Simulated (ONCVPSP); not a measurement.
# Be: the cost of one run

The numbers are computed with ONCVPSP 4.0.1.1 (patched build) (PBE, scalar-relativistic, spin-unpolarised reference atom).

## (1) Settings

Typed settings, in words:

```
element                 : beryllium (Be, Z = 4)
type                    : optimised norm-conserving Vanderbilt (ONCV)
frozen core             : none
valence charge          : 4
reference configuration : 1s2 2s1.5 (charge +0.5)
partial waves           : 1s+2s: rc 0.80 bohr, ncon 3, nbas 8, qcut 17.8 1/bohr, 2 projectors; p scattering state at 0.05 Ha: rc 0.65 bohr, ncon 3, nbas 6, qcut 12.6 1/bohr, 1 projector; d scattering state at 0.35 Ha: rc 0.75 bohr, ncon 5, nbas 9, qcut 13.3 1/bohr, 1 projector
local potential         : polynomial inside 0.55 bohr (lpopt 5, dvloc0 3 Ha)
core correction         : not asked for
```

An earlier all-electron run gives the scale for the radii.

All-electron outer shells of the reference configuration (PBE, scalar-relativistic, ld1.x):

```json
{"shell": "1s", "level (eV)": "-111.59", "outermost node (bohr)": "–", "outermost maximum (bohr)": "0.27"}
{"shell": "2s", "level (eV)": "-9.50", "outermost node (bohr)": "0.59", "outermost maximum (bohr)": "1.97"}
{"shell": "2p", "level (eV)": "-5.67", "outermost node (bohr)": "–", "outermost maximum (bohr)": "2.07"}
```

## (2) The generation run

File Be.dat:

```
# ATOM AND REFERENCE CONFIGURATION
# atsym  z   nc   nv     iexc    psfile
  Be 4.00    0    2        4      upf
#
#   n    l    f
    1    0    2.00
    2    0    1.50
#
# PSEUDOPOTENTIAL AND OPTIMIZATION
# lmax
    2
#
#   l,   rc,      ep,       ncon, nbas, qcut
    0    0.80    0.00    3    8   17.80
    1    0.65    0.05    3    6   12.60
    2    0.75    0.35    5    9   13.30
#
# LOCAL POTENTIAL
# lloc, lpopt,  rc(5),   dvloc0
    4    5    0.55    3.00
#
# VANDERBILT-KLEINMAN-BYLANDER PROJECTORs
# l, nproj, debl
    0    2    0.50
    1    1    2.40
    2    1    1.70
#
# MODEL CORE CHARGE
# icmod, fcfact, rcfact
    0    0.00    0.00
#
# LOG DERIVATIVE ANALYSIS
# epsh1, epsh2, depsh
   -6.00    5.00    0.04
#
# OUTPUT GRID
# rlmax, drl
    6.00    0.01
#
# TEST CONFIGURATIONS
# ncnf
    4
# nvcnf
#   n    l    f
    2
    1    0    2.00
    2    0    2.00
#
    2
    1    0    2.00
    2    0    1.00
#
    2
    1    0    2.00
    2    0    0.00
#
    3
    1    0    2.00
    2    0    0.00
    2    1    1.00
#
```

Run with:

```sh
oncvpsp.x < Be.dat > Be.out
```

**Question.** How long does this run take on 1 thread of Neoverse-N1, shared host?

About 3.7 s.
